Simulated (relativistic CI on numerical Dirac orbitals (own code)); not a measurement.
# In XXVII (In²⁶⁺): levels and lines

The task is the spectrum of In²⁶⁺: levels, purity of their labels, lifetimes and lines; runs with one setting changed show what the result hangs on.

Program: relativistic CI on numerical Dirac orbitals (own code) version 2. Level of theory: Dirac-Coulomb-Breit CI, KLI orbitals optimised for each configuration, model QED (radiative potential, 1s self-energy scaled to tabulated hydrogen-like ionisation energies). These are calculated values, not measurements, unless marked.

**1. Starting point**

* ion: In²⁶⁺ (In XXVII)
* nuclear charge: 49
* electrons: 23
* isotope: A = 115
* first configuration typed: [Ar] 3d5

Outer shells as boxes (Hund's rule):

first configuration typed
```
[Ar] core
3d [↑ ][↑ ][↑ ][↑ ][↑ ]
```

**2. Base run**

The run's settings:

```ini
atom In  Z=49  charge=26  electrons=23
nucleus A=115  rms_radius_fm=4.6156
hamiltonian dirac-coulomb  breit=on  qed=on  c_scale=1
orbitals kli  potential=per-configuration
slater_scale 1
correlation none
mixing on
configurations
  [Ar] 3d5
  [Ne] 3s2 3p5 3d6
  [Ne] 3s2 3p4 3d7
  [Ne] 3s 3p6 3d6
  [Ne] 3p6 3d7
  [Ne] 3s 3p5 3d7
  [Ar] 3d4 4s
  [Ar] 3d4 4p
  [Ar] 3d4 4d
  [Ar] 3d4 4f
  [Ne] 3s2 3p5 3d5 4s
  [Ar] 3d3 4s2
  [Ne] 3s 3p6 3d5 4s
  [Ar] 3d4 5s
  [Ar] 3d3 4p2
  [Ne] 3p6 3d6 4s
end
```

Main fields of the result record, rounded:

```text
{
  "status": "converged",
  "levels [i, E_cm, J2, conf, term, w_term, jj, w_jj, g, tau_s]": [
    [0, 0, 5, "3s2 3p6 3d5", "6S", 0.7733, "3d3/2^3 3d5/2^2", 0.4086, 1.889, "-"],
    [1, 89257.878, 5, "3s2 3p6 3d5", "4G", 0.2377, "3d5/2", 0.6379, 1.087, 0.0001604],
    [2, 127615.83, 7, "3s2 3p6 3d5", "4G", 0.5697, "3d3/2^3 3d5/2^2", 0.8936, 1.102, 0.0005999],
    [3, 129085.93, 3, "3s2 3p6 3d5", "4P", 0.4734, "3d3/2^3 3d5/2^2", 0.8637, 1.379, 8.607e-05],
    [4, 134022.04, 11, "3s2 3p6 3d5", "4G", 0.7129, "3d3/2^3 3d5/2^2", 0.7678, 1.205, "-"],
    [5, 139808.22, 5, "3s2 3p6 3d5", "4G", 0.4112, "3d3/2^3 3d5/2^2", 0.5243, 1.066, 0.0001258],
    [6, 143352.01, 9, "3s2 3p6 3d5", "4G", 0.7763, "3d3/2^3 3d5/2^2", 0.5904, 1.164, 0.008473],
    [7, 148799.76, 1, "3s2 3p6 3d5", "4P", 0.686, "3d3/2^3 3d5/2^2", 0.5815, 1.984, 0.003024],
    [8, 175565.31, 7, "3s2 3p6 3d5", "4D", 0.5729, "3d3/2^2 3d5/2^3", 0.7, 1.27, 0.0003157],
    [9, 180915.78, 5, "3s2 3p6 3d5", "4D", 0.3158, "3d3/2^3 3d5/2^2", 0.5242, 1.252, 0.0001105],
    [10, 201585.61, 11, "3s2 3p6 3d5", "2I", 0.6688, "3d3/2^2 3d5/2^3", 0.7986, 1.012, 0.0002451],
    [11, 202198.85, 1, "3s2 3p6 3d5", "4D", 0.7562, "3d3/2^2 3d5/2^3", 0.8659, 0.6101, 0.0001471],
    [12, 203460.03, 7, "3s2 3p6 3d5", "2F", 0.4125, "3d3/2^3 3d5/2^2", 0.603, 1.13, 0.0003686],
    [13, 204185.01, 3, "3s2 3p6 3d5", "4D", 0.4678, "3d3/2^2 3d5/2^3", 0.5921, 1.198, 0.0001863],
    [14, 214035.56, 3, "3s2 3p6 3d5", "4F", 0.4812, "3d3/2^2 3d5/2^3", 0.714, 0.8254, 6.161e-05],
    [15, 216686.77, 9, "3s2 3p6 3d5", "2G", 0.4584, "3d3/2^2 3d5/2^3", 0.604, 1.156, 0.0002726],
    [16, 221898.85, 13, "3s2 3p6 3d5", "2I", 0.9982, "3d3/2^2 3d5/2^3", 0.9982, 1.073, 0.001453],
    [17, 229268.46, 5, "3s2 3p6 3d5", "2F", 0.2948, "3d3/2^2 3d5/2^3", 0.5844, 1.039, 5.906e-05],
    [18, 253989.15, 9, "3s2 3p6 3d5", "2H", 0.541, "3d3/2^2 3d5/2^3", 0.9824, 1.094, 7.405e-05],
    [19, 256190.97, 5, "3s2 3p6 3d5", "4F", 0.3439, "3d3/2^2 3d5/2^3", 0.5522, 1.094, 5.982e-05],
    [20, 266532.48, 7, "3s2 3p6 3d5", "2G", 0.5549, "3d3/2^2 3d5/2^3", 0.8934, 1.011, 0.0002365],
    [21, 279415.15, 3, "3s2 3p6 3d5", "2D", 0.5376, "3d3/2 3d5/2^4", 0.5008, 0.6927, 0.0001262],
    [22, 279595.01, 5, "3s2 3p6 3d5", "2F", 0.4728, "3d3/2^2 3d5/2^3", 0.6171, 1.037, 5.739e-05],
    [23, 284825.52, 7, "3s2 3p6 3d5", "2F", 0.5899, "3d3/2 3d5/2^4", 0.5457, 1.082, 6.873e-05],
    [24, 303709.43, 1, "3s2 3p6 3d5", "2S", 0.7968, "3d3/2^2 3d5/2^3", 0.3603, 1.931, 6.137e-05],
    [25, 304995.61, 7, "3s2 3p6 3d5", "4F", 0.4546, "3d3/2 3d5/2^4", 0.6272, 1.167, 7.422e-05],
    [26, 309682.7, 11, "3s2 3p6 3d5", "2H", 0.6626, "3d3/2 3d5/2^4", 0.942, 1.058, 5.176e-05],
    [27, 312160.74, 9, "3s2 3p6 3d5", "2G", 0.5008, "3d3/2 3d5/2^4", 0.5888, 1.096, 0.0001181],
    [28, 338395.16, 3, "3s2 3p6 3d5", "2D", 0.822, "3d3/2 3d5/2^4", 0.5047, 0.8285, 3.81e-05],
    [29, 341152.99, 5, "3s2 3p6 3d5", "2D", 0.5598, "3d3/2 3d5/2^4", 0.5651, 1.084, 3.82e-05],
    [30, 373487.38, 5, "3s2 3p6 3d5", "2D", 0.5775, "3d5/2^5", 0.3914, 1.111, 4.27e-05],
    [31, 379070.97, 9, "3s2 3p6 3d5", "2G", 0.9602, "3d3/2^2 3d5/2^3", 0.6273, 1.107, 8.256e-05],
    [32, 395244.72, 7, "3s2 3p6 3d5", "2G", 0.8397, "3d3/2 3d5/2^4", 0.6838, 0.9253, 6.132e-05],
    [33, 428029.1, 3, "3s2 3p6 3d5", "2P", 0.7949, "3d3/2^2 3d5/2^3", 0.7963, 1.222, 9.336e-05],
    [34, 458271.58, 1, "3s2 3p6 3d5", "2P", 0.8845, "3d3/2 3d5/2^4", 0.5451, 0.7951, 4.796e-05],
    "... 165 more rows left out ..."
  ],
  "lines, the strongest and those to the lowest levels [upper, lower, type, S_au, A_per_s, branching]": [
    [1, 0, "M1", 1.95, 6233, 1],
    [2, 1, "M1", 5.283, 1005, 0.6031],
    [3, 0, "M1", 0.75, 1.088e+04, 0.9364],
    [5, 0, "M1", 0.3034, 3727, 0.4688],
    [5, 1, "M1", 7.225, 4196, 0.5276],
    [8, 2, "M1", 3.158, 1174, 0.3705],
    [9, 0, "M1", 0.1799, 4790, 0.5294],
    [9, 1, "M1", 0.7276, 2519, 0.2783],
    [9, 2, "M1", 2.175, 1481, 0.1636],
    [13, 0, "M1", 0.06206, 3563, 0.6639],
    [14, 1, "M1", 0.4521, 5922, 0.3649],
    [15, 2, "M1", 0.8545, 1629, 0.444],
    [17, 2, "M1", 0.3874, 1829, 0.108],
    [18, 2, "M1", 0.479, 2607, 0.1931],
    [19, 0, "M1", 0.01995, 1508, 0.0902],
    [19, 2, "M1", 0.294, 2809, 0.1681],
    [181, 4, "E1", 0.5161, 9.039e+11, 0.648],
    [197, 16, "E1", 0.8975, 1.347e+12, 0.8177]
  ],
  "n_levels_all": 2605,
  "total_energy [Ha]": -5466.9739135,
  "configurations [conf, odd, states, E_av_cm, breit_Ha, qed_Ha, corr_Ha]": [
    ["3s2 3p6 3d5", 0, 252, 266578, 3.957, 2.749, "-"],
    ["3s2 3p5 3d6", 1, 1260, 1.93095e+06, 3.925, 2.747, "-"],
    ["3s2 3p4 3d7", 0, 1800, 3.63332e+06, 3.894, 2.745, "-"],
    ["3s 3p6 3d6", 0, 420, 3.13941e+06, 3.935, 2.717, "-"],
    ["3p6 3d7", 0, 120, 6.06356e+06, 3.915, 2.685, "-"],
    ["3s 3p5 3d7", 1, 1440, 4.7946e+06, 3.904, 2.715, "-"],
    ["3s2 3p6 3d4 4s", 0, 420, 4.82893e+06, 3.952, 2.761, "-"],
    ["3s2 3p6 3d4 4p", 1, 1260, 5.26079e+06, 3.955, 2.751, "-"],
    ["3s2 3p6 3d4 4d", 0, 2100, 5.86981e+06, 3.944, 2.751, "-"],
    ["3s2 3p6 3d4 4f", 1, 2940, 6.42879e+06, 3.938, 2.751, "-"],
    ["3s2 3p5 3d5 4s", 1, 3024, 6.44947e+06, 3.919, 2.759, "-"],
    ["3s2 3p6 3d3 4s2", 0, 120, 9.58624e+06, 3.949, 2.774, "-"],
    ["3s 3p6 3d5 4s", 0, 1008, 7.66834e+06, 3.93, 2.728, "-"],
    ["3s2 3p6 3d4 5s", 0, 420, 7.58605e+06, 3.945, 2.756, "-"],
    "... 2 more rows left out ..."
  ],
  "radial 3s2 3p6 3d5 [Ha, bohr]": {"<r^-3>(3d)": 135.32, "<r^1>(3d)": 0.29294, "<r^2>(3d)": 0.10008, "<r^4>(3d)": 0.017234, "F2(3d,3d)": 1.5761, "F4(3d,3d)": 1.0144, "zeta(3d)": 0.13344},
  "radial 3s2 3p5 3d6 [Ha, bohr]": {"<r^-3>(3p)": 860.04, "<r^1>(3p)": 0.32413, "<r^2>(3p)": 0.12136, "<r^4>(3p)": 0.022739, "zeta(3p)": 1.0642, "<r^-3>(3d)": 134.66, "<r^1>(3d)": 0.29357, "<r^2>(3d)": 0.10053, "<r^4>(3d)": 0.017394, "F2(3d,3d)": 1.5723, "F4(3d,3d)": 1.0118, "F2(3p,3d)": 1.3967, "G1(3p,3d)": 1.5357, "G3(3p,3d)": 1.0111, "zeta(3d)": 0.13158},
  "ionisation_energy [eV]": 1412.92
}
```

Run time: 2.7 s. Hardware: 1 thread, shared host.

Lowest levels:

```csv
level,energy (cm⁻¹),LS purity (%),jj purity (%),radiative lifetime (s)
3d5 6S5/2,0.0,77,41,-
3d5 [3d5/2] J=5/2,89258,24,64,0.00016
3d5 [3d3/2^3 3d5/2^2] J=7/2,127616,57,89,0.0006
3d5 [3d3/2^3 3d5/2^2] J=3/2,129086,47,86,8.6e-05
3d5 4G11/2,134022,71,77,-
3d5 4G5/2 + 4D (ii),139808,41,52,0.00013
3d5 4G9/2,143352,78,59,0.0085
3d5 4P1/2,148800,69,58,0.003
3d5 4D7/2,175565,57,70,0.00032
3d5 [3d3/2^3 3d5/2^2] J=5/2 (iii),180916,32,52,0.00011
3d5 2I11/2,201586,67,80,0.00025
3d5 4D1/2,202199,76,87,0.00015
3d5 2F7/2 + 4F,203460,41,60,0.00037
3d5 4D3/2 + 2D,204185,47,59,0.00019
```

Where the configurations lie:

```csv
configuration,levels among the lowest 60,parity,lowest (eV),highest (eV)
3d5,37,even,0.00,62.71
3p5 3d6,23,odd,180.84,204.85
```

The strongest allowed lines among the lowest 200 of 2605 levels, ranked by gA:

```csv
upper,lower,wavelength (nm),A (1/s)
3p5 3d6 2H°11/2 (viii),3d5 2I13/2,4.827,1.35e+12
3p5 3d6 4F°9/2 + 2G° (viii),3d5 4G11/2,4.873,9.04e+11
3p5 3d6 2H°11/2 (vii),3d5 [3d3/2 3d5/2^4] J=11/2,5.123,5.34e+11
3p5 3d6 2G°9/2 + 4F° (vi),3d5 2I11/2,4.806,5.84e+11
3p5 3d6 2I°13/2 (iv),3d5 2I13/2,5.280,3.7e+11
3p5 3d6 2F°7/2 (x),3d5 2G9/2 + 4F,5.201,5.29e+11
3p5 3d6 4F°7/2 + 4D° (iv),3d5 4G9/2,5.116,4.89e+11
3p5 3d6 2H°11/2 (vii),3d5 2I13/2,4.902,2.86e+11
3p5 3d6 2G°9/2 + 4F° (vi),3d5 2G9/2 (ii),5.076,3.24e+11
3p5 3d6 2H°9/2 (iv),3d5 2I11/2,4.919,3.13e+11
```

**3. Without configuration mixing**

Settings: those of step 2 with these lines changed.

```diff
@@ -6,3 +6,3 @@
 correlation none
-mixing on
+mixing off
 configurations
```

Main fields:

```text
{
  "status": "converged",
  "levels [i, E_cm, J2, conf, term, w_term, w_jj]": [
    [0, 0, 5, "3s2 3p6 3d5", "6S", 0.8061, 0.4103],
    [1, 94076.361, 5, "3s2 3p6 3d5", "4G", 0.2887, 0.646],
    [2, 128568.72, 7, "3s2 3p6 3d5", "4G", 0.6261, 0.8658],
    [3, 132123.78, 11, "3s2 3p6 3d5", "4G", 0.7189, 0.7684],
    [4, 136032.36, 3, "3s2 3p6 3d5", "4P", 0.4516, 0.8706],
    [5, 142094.34, 9, "3s2 3p6 3d5", "4G", 0.8042, 0.5634],
    [6, 142216.68, 5, "3s2 3p6 3d5", "4G", 0.4032, 0.4942],
    [7, 156578.59, 1, "3s2 3p6 3d5", "4P", 0.6566, 0.5771],
    [8, 177886.34, 7, "3s2 3p6 3d5", "4D", 0.6193, 0.7196],
    [9, 186951.43, 5, "3s2 3p6 3d5", "2D", 0.3236, 0.5301],
    [10, 196497.88, 11, "3s2 3p6 3d5", "2I", 0.6915, 0.81],
    [11, 207143.88, 1, "3s2 3p6 3d5", "4D", 0.7205, 0.8607],
    "... 188 more rows left out ..."
  ],
  "n_levels_all": 2605,
  "total_energy [Ha]": -5466.9134674,
  "configurations [conf, odd, states, E_av_cm, breit_Ha, qed_Ha, corr_Ha]": [
    ["3s2 3p6 3d5", 0, 252, 253312, 3.957, 2.749, "-"],
    ["3s2 3p5 3d6", 1, 1260, 1.91768e+06, 3.925, 2.747, "-"],
    ["3s2 3p4 3d7", 0, 1800, 3.62006e+06, 3.894, 2.745, "-"],
    ["3s 3p6 3d6", 0, 420, 3.12614e+06, 3.935, 2.717, "-"],
    ["3p6 3d7", 0, 120, 6.0503e+06, 3.915, 2.685, "-"],
    ["3s 3p5 3d7", 1, 1440, 4.78133e+06, 3.904, 2.715, "-"],
    ["3s2 3p6 3d4 4s", 0, 420, 4.81567e+06, 3.952, 2.761, "-"],
    ["3s2 3p6 3d4 4p", 1, 1260, 5.24753e+06, 3.955, 2.751, "-"],
    ["3s2 3p6 3d4 4d", 0, 2100, 5.85654e+06, 3.944, 2.751, "-"],
    ["3s2 3p6 3d4 4f", 1, 2940, 6.41552e+06, 3.938, 2.751, "-"],
    ["3s2 3p5 3d5 4s", 1, 3024, 6.4362e+06, 3.919, 2.759, "-"],
    ["3s2 3p6 3d3 4s2", 0, 120, 9.57297e+06, 3.949, 2.774, "-"],
    ["3s 3p6 3d5 4s", 0, 1008, 7.65507e+06, 3.93, 2.728, "-"],
    ["3s2 3p6 3d4 5s", 0, 420, 7.57278e+06, 3.945, 2.756, "-"],
    "... 2 more rows left out ..."
  ]
}
```

Wall time 2.7 s (1 thread, shared host).

How the levels moved (cm⁻¹, from the main run's lowest level): (levels that can't be paired are left out)

```csv
level,main run,shift
3d5 [3d5/2] J=5/2,89258,+4818.5
3d5 [3d3/2^3 3d5/2^2] J=7/2,127616,+952.9
3d5 [3d3/2^3 3d5/2^2] J=3/2,129086,+6946.4
3d5 4G11/2,134022,-1898.3
3d5 4G5/2 + 4D (ii),139808,+2408.5
3d5 4G9/2,143352,-1257.7
3d5 4P1/2,148800,+7778.8
3d5 4D7/2,175565,+2321.0
3d5 2I11/2,201586,-5087.7
3d5 4D1/2,202199,+4945.0
3d5 2F7/2 + 4F,203460,+6218.6
```

**4. The first 3 configurations alone**

The run's settings:

```ini
atom In  Z=49  charge=26  electrons=23
nucleus A=115  rms_radius_fm=4.6156
hamiltonian dirac-coulomb  breit=on  qed=on  c_scale=1
orbitals kli  potential=per-configuration
slater_scale 1
correlation none
mixing on
configurations
  [Ar] 3d5
  [Ne] 3s2 3p5 3d6
  [Ne] 3s2 3p4 3d7
end
```

Main fields:

```text
{
  "status": "converged",
  "levels [i, E_cm, J2, conf, term, w_term, w_jj]": [
    [0, 0, 5, "3p6 3d5", "6S", 0.7812, 0.4092],
    [1, 90771.804, 5, "3p6 3d5", "4G", 0.2483, 0.642],
    [2, 128476.11, 7, "3p6 3d5", "4G", 0.5824, 0.8879],
    [3, 131308.38, 3, "3p6 3d5", "4P", 0.4759, 0.8623],
    [4, 134082.95, 11, "3p6 3d5", "4G", 0.7108, 0.7704],
    [5, 141084.36, 5, "3p6 3d5", "4G", 0.4089, 0.5142],
    [6, 143636.16, 9, "3p6 3d5", "4G", 0.7803, 0.5857],
    [7, 151058.48, 1, "3p6 3d5", "4P", 0.6884, 0.5775],
    [8, 177153.92, 7, "3p6 3d5", "4D", 0.5796, 0.7051],
    [9, 182741.89, 5, "3p6 3d5", "4D", 0.3188, 0.5305],
    [10, 201034.36, 11, "3p6 3d5", "2I", 0.6706, 0.8024],
    [11, 204410.17, 1, "3p6 3d5", "4D", 0.7561, 0.8644],
    [12, 206118.75, 3, "3p6 3d5", "4D", 0.4666, 0.5902],
    [13, 206423.72, 7, "3p6 3d5", "2F", 0.406, 0.6123],
    [14, 215721.47, 3, "3p6 3d5", "4F", 0.498, 0.7085],
    [15, 217976.71, 9, "3p6 3d5", "2G", 0.4523, 0.5976],
    "... 184 more rows left out ..."
  ],
  "n_levels_all": 478,
  "total_energy [Ha]": -5466.9689839,
  "configurations [conf, odd, states, E_av_cm, breit_Ha, qed_Ha, corr_Ha]": [
    ["3p6 3d5", 0, 252, 265496, 3.957, 2.749, "-"],
    ["3p5 3d6", 1, 1260, 1.92986e+06, 3.925, 2.747, "-"],
    ["3p4 3d7", 0, 1800, 3.63224e+06, 3.894, 2.745, "-"]
  ]
}
```

It took 0.55 s on 1 thread, shared host.

How the levels moved (cm⁻¹, from the main run's lowest level):

```csv
level,main run,shift
3d5 [3d5/2] J=5/2,89258,+1513.9
3d5 [3d3/2^3 3d5/2^2] J=7/2,127616,+860.3
3d5 [3d3/2^3 3d5/2^2] J=3/2,129086,+2222.5
3d5 4G11/2,134022,+60.9
3d5 4G5/2 + 4D (ii),139808,+1276.1
3d5 4G9/2,143352,+284.1
3d5 4P1/2,148800,+2258.7
3d5 4D7/2,175565,+1588.6
3d5 [3d3/2^3 3d5/2^2] J=5/2 (iii),180916,+1826.1
3d5 2I11/2,201586,-551.2
3d5 4D1/2,202199,+2211.3
3d5 2F7/2 + 4F,203460,+2963.7
```

**5. The runs side by side**

| run | time | mean size of shift, levels followed (cm⁻¹) | lowest level | ionisation energy (eV) |
| --- | --- | --- | --- | --- |
| main run | 2.7 s | 0 | 3d5 6S5/2 | 1412.9 |
| without configuration mixing | 2.7 s | 4058 | 3d5 6S5/2 | - |
| the first 3 configurations alone | 0.55 s | 1468 | 3d5 6S5/2 | - |

The tabulated theoretical ionisation energy (NIST) is 1413 eV.

**6. Results**

| quantity | value |
| --- | --- |
| lowest level | 3d5 6S5/2 |
| first excitation | 3d5 [3d5/2] J=5/2, 89258 cm⁻¹ |
| lowest level of the other parity | 3p5 3d6 6F°11/2, 180.84 eV |
| levels in the model | 2605 |
| fastest E1 line (by rate) to the lowest level among the lowest 200 of 2605 levels | 6.032 nm, from 3p5 3d6 6P°3/2 |
| ionisation energy | 1412.9 eV |
| ionisation energy, tabulated theoretical (NIST) | 1413 eV |

The lowest level is 3d5 6S5/2, 77 % pure in LS and 41 % in jj coupling; over the low levels the means are 55 and 67 %, so jj coupling describes them better. The ionisation energy agrees with the tabulated theoretical value within its uncertainty of 4 eV. Of the changes tried, the run «without configuration mixing» moves the low levels most, by 4058 cm⁻¹ on average. Lifetimes count radiative decay inside the model alone.
